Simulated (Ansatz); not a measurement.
**C2H5AlS: taking an electron away**

Aim: the vertical ionisation energy of C2H5AlS, as cation minus neutral at the neutral's geometry, on several levels, and how well −ε(HOMO) stands in for it.

Program: Ansatz 0.2.0, Gaussian basis. Level of theory: unrestricted cation, the program's frozen cores in correlated methods. These are calculated values, not measurements.

Plan: UKS PBE-D4/def2-TZVPP; UKS r2SCAN-D4/def2-TZVPP; UKS PBE0-D4/def2-TZVPP; UKS B3LYP-D4/def2-TZVPP; UKS wB97X-V/def2-TZVPP; UKS wB97M-V/def2-TZVPP; UKS B2PLYP/def2-TZVPP; UHF-CCSD(T)/def2-TZVPP; UHF-MP2/def2-QZVPP; extrapolation to the limit; then −ε(HOMO) from the neutral's earlier runs with LDA (SPW92), PBE-D4, revPBE-D4, BLYP-D4, r2SCAN-D4, B97M-V, PBE0-D4, B3LYP-D4, r2SCANh-D4, r2SCAN0-D4, HSE06-D4, BHLYP-D4, CAM-B3LYP-D4, LC-ωPBE, ωB97X-V, ωB97M-V.

## Step 1: Structure used throughout

The geometry comes from an earlier relaxation with PBE0-D4 in a triple-zeta def2 set; it is a stationary point, not always the lowest conformer.

SMILES `C=[C]([AlH2])S`, 9 atoms, charge 0, spin multiplicity 1.

Atoms are counted from 1 here; the program's logs count them from 0.

Bond lengths: C1–C2 1.340 Å, C1–H5 1.086 Å, C1–H6 1.089 Å, C2–Al3 1.942 Å, C2–S4 1.757 Å, Al3–H7 1.584 Å, Al3–H8 1.587 Å, S4–H9 1.342 Å. Angles: C2–C1–H5 120.3°, C2–C1–H6 123.6°, H5–C1–H6 116.1°, C1–C2–Al3 118.3°, C1–C2–S4 120.0°, Al3–C2–S4 121.6°, C2–Al3–H7 118.1°, C2–Al3–H8 118.7°, H7–Al3–H8 123.3°, C2–S4–H9 97.6°.

## Step 2: Cation, UKS PBE-D4/def2-TZVPP

in.yaml reads:

```yaml
crystal:
  periodic: [false, false, false]
  atoms:
    - {symbol: C, position_ang: [-0.051968, 1.292425, -0.845419]}
    - {symbol: C, position_ang: [-0.306524, 0.328564, 0.050707]}
    - {symbol: Al, position_ang: [0.856025, -1.226152, 0.087578]}
    - {symbol: S, position_ang: [-1.664976, 0.490081, 1.152987]}
    - {symbol: H, position_ang: [0.786454, 1.196973, -1.528514]}
    - {symbol: H, position_ang: [-0.647630, 2.198371, -0.942270]}
    - {symbol: H, position_ang: [2.057318, -1.282522, -0.943087]}
    - {symbol: H, position_ang: [0.558980, -2.374388, 1.142275]}
    - {symbol: H, position_ang: [-1.499280, -0.669552, 1.808543]}
basis:
  gaussian: {orbitals: def2-TZVPP}
total_charge: 1
magnetization: {spin_polarized: true, initial_magnetization: 1}
hamiltonian: {xc: pbe, dispersion: d4}
```

Further steps of the session: Cation, UKS r2SCAN-D4/def2-TZVPP; Cation, UKS PBE0-D4/def2-TZVPP; Cation, UKS B3LYP-D4/def2-TZVPP; Cation, UKS wB97X-V/def2-TZVPP; Cation, UKS wB97M-V/def2-TZVPP; Cation, UKS B2PLYP (frozen core)/def2-TZVPP; Cation, UHF-CCSD(T)/def2-TZVPP; Cation, UHF-MP2/def2-QZVPP.

**Question.** What will the summary of the whole plan be? Wanted: ionisation energy, CCSD(T)/CBS; nearest functional by difference; nearest −ε(HOMO); −ε(HOMO) of PBE; T1 of the cation.

**Answer**, as computed:

| quantity | value |
| --- | --- |
| ionisation energy, CCSD(T)/CBS | 8.87 eV |
| nearest functional by difference | ωB97X-V (-0.19 eV) |
| nearest −ε(HOMO) | ωB97X-V (-0.09 eV) |
| −ε(HOMO) of PBE | 5.52 eV |
| T1 of the cation | 0.023 |

In words: By cation minus neutral, the functionals miss by 0.32 eV at most. −ε(HOMO) of PBE misses by 3.4 eV, since self-interaction lifts the level. Among orbital estimates ωB97X-V comes nearest. Hartree-Fock falls 1.31 eV short, as the neutral has more correlation energy than the cation.
